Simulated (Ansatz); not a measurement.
**YbS (zincblende): equation of state and elastic constants**

The task here is to estimate one member of a computed series from the others.

Program: Ansatz 0.2.0. Level of theory: DFT PBEsol, scalar-relativistic, plane waves, PAW. These are calculated values, not measurements.

### Starting point

It takes space group F-43m (No. 216, cubic). The conventional cell has a = 6.130 Å, b = 6.130 Å, c = 6.130 Å, α = 90.00°, β = 90.00°, γ = 90.00°. Yb (site symmetry -43m) is surrounded by 4 S at 2.65 Å. S (site symmetry -43m) has 4 Yb at 2.65 Å as nearest neighbours.

As a file:

```cif
data_structure
_symmetry_space_group_name_H-M 'P 1'
_symmetry_Int_Tables_number 1
_cell_length_a 4.3345
_cell_length_b 4.3345
_cell_length_c 4.3345
_cell_angle_alpha 60.000
_cell_angle_beta 60.000
_cell_angle_gamma 60.000
_cell_volume 57.59
loop_
_atom_site_label
_atom_site_type_symbol
_atom_site_fract_x
_atom_site_fract_y
_atom_site_fract_z
_atom_site_occupancy
Yb1 Yb 0.00000 0.00000 0.00000 1
S1 S 0.25000 0.25000 0.25000 1
```

An earlier run at PBEsol left this cell at 28.793 Å³/atom and -0.01 GPa (8×8×8 mesh).

Volume factors to run: 0.980, 1.020, 0.960, 1.040.

The first run:

The input, input.yaml:

```yaml
crystal:
  lattice:
    - [0.0, 3.0444039942, 3.0444039942]
    - [3.0444039942, 0.0, 3.0444039942]
    - [3.0444039942, 3.0444039942, 0.0]
  atoms:
    - { symbol: Yb, position: [0.0, 0.0, 0.0] }
    - { symbol: S, position: [0.25, 0.25, 0.25] }
basis:
  ecutwfc: 420
  ecutrho_ratio: 4
kpoints:
  mp_grid: { grid: [8, 8, 8] }
hamiltonian:
  xc: pbesol
scf:
  occupations: { method: gaussian, width: 0.05 }
output:
  forces: true
  stress: true
  eigenvalues: true
```

Steps of the session up to this table: Scaling the volume by 0.980; Scaling the volume by 1.020; Volume × 0.960; Volume × 1.040.

One of the session's tables, all rows but one given; the rest of the session is left out.

It belongs to the step «The fit». 

```
volume (Å³/atom)  energy (meV/atom)  pressure (GPa)  gap (eV)
          27.641               6.83            1.98      0.28
          28.217               1.63            0.93      0.29
          28.793               0.00           -0.01      0.31
          29.368                  ?               ?         ?
          29.944               6.08           -1.63      0.35
```

**Question.** Estimate the row for volume (Å³/atom) = 29.368.

Worked estimate for «energy (meV/atom)». A straight line through the neighbours (28.793, 0.00) and (29.944, 6.08) gives 0.00 + (6.08 − 0.00) × (29.368 − 28.793) / (29.944 − 28.793) = 3.04; a parabola fitted to 3 rows on both sides gives 1.48.

**Answer.** energy (meV/atom): 1.58; pressure (GPa): -0.86; gap (eV): 0.33. In «energy (meV/atom)» the line misses by +1.46 and the parabola by -0.10.
